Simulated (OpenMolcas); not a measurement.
# Tm²⁺ among point charges: CASSCF and CASPT2 levels and susceptibility

How does a field of 6 point charges split the states of Tm²⁺, and what χT follows?

The numbers are computed with OpenMolcas 26.06 (state-averaged CASSCF and CASPT2, spin-orbit coupling by RASSI with atomic mean-field integrals), except any that are marked as measured or tabulated.

**1. Starting point**

```
Species                           : Tm²⁺ (thulium, Z = 69, 67 electrons)
Basis                             : ANO-RCC-VDZP [7s6p4d2f1g], 68 functions
Scalar Hamiltonian                : DKH2, point nucleus
Inactive shells                   : 1s 2s 2p 3s 3p 3d 4s 4p 4d 5s 5p
Active space                      : 13 electrons in 7 orbitals (4f)
Some configurations of this space : 4f¹³
Orbitals                          : optimised for the highest spin of each parity, averaged over all roots
```

Outer shells as boxes (Hund's rule):

4f13
```
4f [↑↓][↑↓][↑↓][↑↓][↑↓][↑↓][↑ ]
```

The ion sits among 6 point charges of -1 e arranged as a trigonal antiprism (D3d), 3.12 Å from the ion, with a polar angle of 55.8° against the regular 54.74°.

Each step is its own input file, run in one work folder so that later steps find the files of earlier ones. Labels, J, g values, rates, χT and fits are worked out afterwards by a script from the matrices that RASSI stores. The input lists half of the charges; inversion (Group=XYZ) makes the rest.

**2. One- and two-electron integrals**

a.inp

```
&GATEWAY
Coord
1

Tm 0.0 0.0 0.0
Basis=ANO-RCC-VDZP
Group=XYZ
NoMove
AngMom=0.0 0.0 0.0
AMFI
XField
3 Angstrom 0
0.000000 2.581419 1.752334 -1.000000
2.235575 -1.290710 1.752334 -1.000000
2.235575 1.290710 -1.752334 -1.000000
&SEWARD
```

Run with:

```bash
$ OMP_NUM_THREADS=1 MOLCAS_MEM=2252 MOLCAS_PROJECT=a pymolcas a.inp > a.log
```

**3. CASSCF: doublets of odd parity, 7 roots**

a.inp

```
&RASSCF
FileOrb=start.orb
Symmetry=2
Spin=2
nActEl=13 0 0
Inactive=15 12
Ras2=0 7
CIRoot=7 7 1
SDav=7
CIMx=300
Iter=120 100
PrWF=0.3
OrbListing=Nothing
MaxOrb=0
>>> COPY $Project.JobIph JOB001
```

start.orb holds the contracted functions of the basis, ordered by shell, or the orbitals of the step before.

**4. State interaction with spin-orbit coupling**

a.inp

```
&RASSI
NrOfJobIphs=1 7
1 2 3 4 5 6 7
IphNames
JOB001
EJob
SpinOrbit
DIPRint=1.0
SOCoupling=1000.0
Subsets=2
Property=9
'ANGMOM' 1 'ANGMOM' 2 'ANGMOM' 3 'MLTPL  1' 1 'MLTPL  1' 2 'MLTPL  1' 3
'AMFI' 1 'AMFI' 2 'AMFI' 3
SOProperty=3
'ANGMOM' 1 'ANGMOM' 2 'ANGMOM' 3
```

**5. CASPT2: IPEA 0.25, imaginary shift 0.1 (closed shells correlated: 5s 5p)**

a.inp

```
>>> COPY JOB001 $Project.JobIph
&CASPT2
Multistate=7 1 2 3 4 5 6 7
NoMult
Frozen=14 9
IPEA=0.25
Imaginary=0.1
MaxIter=60
WThr=0.0 0.3 0.05
PrWF=0.5
NoMix
```

(Steps that only read results are left out.)

What does the calculation give? Wanted: spin-free ground state; first state of the same spin within the active space; lowest level; next level.

As calculated:

```
                                            quantity                                                                        value
                                              method  SS-CASPT2, IPEA 0.25, imaginary shift 0.1 (closed shells correlated: 5s 5p)
                              spin-free ground state                                              2A2, 1-fold in its orbital part
first state of the same spin within the active space                                                             2A1 at 9.42 cm⁻¹
                                        lowest level                                            2-fold E1/2, g = 1.26, 1.26, 6.87
                                          next level                                                                    20.8 cm⁻¹
                                         χT at 300 K                                                               2.57 cm³ K/mol
                           effective moment at 300 K                                                                      4.53 μB
```

Cost by method:

| method | time of its own steps | time with the reference |
| --- | --- | --- |
| A. CASSCF | 3.2 s | 3.2 s |
| B. SS-CASPT2, IPEA 0.25, imaginary shift 0.1, +5s 5p | 2.1 s | 5.3 s |

Times are of one thread on a shared host.

The spin-free ground state (2A2) comes to 100 % from free-ion F terms and keeps the highest spin of the shell. Point charges carry no covalency, so the field is a model and not that of real ligands.
